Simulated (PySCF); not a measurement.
# C7H5FO: the cost of one run

Programs: PySCF 2.14.0, with density-fitted response routines of our own. Each step states its level of theory. These are calculated values for one molecule, in the gas phase or a continuum, unless marked as measured. Atoms are numbered from 0 throughout.

**1. The starting structure**

14 atoms, charge 0, multiplicity 1; geometry from: GFN2-xTB. The atoms were then displaced at random by about 0.01 Å, so the start is not that level's minimum.

Bonds of the start (Å): O0–C1 1.22, C1–F2 1.37, C1–C3 1.42, C3–C4 1.40, C4–C5 1.38, C5–C6 1.39, C6–C7 1.38, C7–C8 1.36, C8–C3 1.41, C4–H9 1.09, C5–H10 1.08, C6–H11 1.08, C7–H12 1.10, C8–H13 1.08.

**2. Geometry optimisation at PBE0-D3(BJ)/def2-TZVP**

Job settings and geometry (Å):

```
{"job": {"xc": "PBE0", "basis": "def2-TZVP", "d3": "d3bj", "grid": 2, "shake": 0.01, "kind": "geom"}, "charge": 0, "multiplicity": 1}
O      3.021540    -1.089400    -0.300150
C      2.310140    -0.119440    -0.123150
F      2.897080     1.102100     0.040720
C      0.891880    -0.026970    -0.046530
C      0.196390     1.173340     0.167470
C     -1.185120     1.208100     0.238920
C     -1.896790     0.029500     0.087040
C     -1.237960    -1.167500    -0.138280
C      0.123200    -1.202280    -0.179370
H      0.766730     2.086330     0.307030
H     -1.704150     2.134370     0.420150
H     -2.979160     0.057510     0.144240
H     -1.850880    -2.071970    -0.263380
H      0.639960    -2.128770    -0.362490
```

Run with:

```sh
$ OMP_NUM_THREADS=2 python probes_run.py task.json out
```

One launch serves the whole session: the jobs run in the order shown.

Q: Estimate the wall time and peak memory of this first job on 2 threads of AMD EPYC 7B13, shared host.

About 4.2 min, with a peak of 1.9 GiB.
